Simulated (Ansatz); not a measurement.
# W under changes of volume

One of the cells (16.822 Å³/atom); the others are scaled copies at fixed shape and fractional positions:

```
CELL_PARAMETERS angstrom
2.80966 0.00000 0.00000
0.00000 4.86387 0.00000
0.00000 0.00000 4.92370
ATOMIC_POSITIONS crystal
W 0.79317 0.93684 0.75000
W 0.20683 0.43684 0.75000
W 0.20683 0.06316 0.25000
W 0.79317 0.56316 0.25000
```

This isn't the form of W at room conditions, which is bcc.

```yaml
Program: Ansatz 0.2.0
Functional: PBEsol
Potentials_or_basis: all-electron LAPW, scalar-relativistic
Cutoff: 299 eV (chosen from the basis error)
Basis_error_allowed: 0.001 eV/atom
k_mesh: 9 × 6 × 6
Occupations: fermi-dirac, width 0.05 eV
Spin: no spin polarisation
```

```csv
volume (Å³/atom),energy over the lowest point (meV/atom),pressure (GPa),largest force (eV/Å)
15.812,8.18,7.2,0.270
16.149,0.00,0.7,0.185
16.485,4.96,-5.3,0.112
16.822,21.74,-10.6,0.070
17.158,?,?,?
17.494,86.04,-19.7,0.156
17.831,131.50,-23.5,0.218
```

**Question.** What does the run at 17.158 Å³/atom give?

**Answer.** Energy over the lowest point 49.12 meV/atom; pressure -15.4 GPa; largest force 0.098 eV/Å.

Worked out: A Birch-Murnaghan fit of order 3 (a polynomial in V^(-2/3)) to the other rows has its minimum at 16.18 Å³/atom with B0 = V·E''(V) = 298 GPa and B' = 4.3 at fixed shape and positions, which overstates the stiffness. It gives 49.15 meV/atom at 17.158 Å³/atom, against the run's 49.12, and -dE/dV = -15.4 GPa, against -15.4.

Energies are extrapolated to zero smearing.
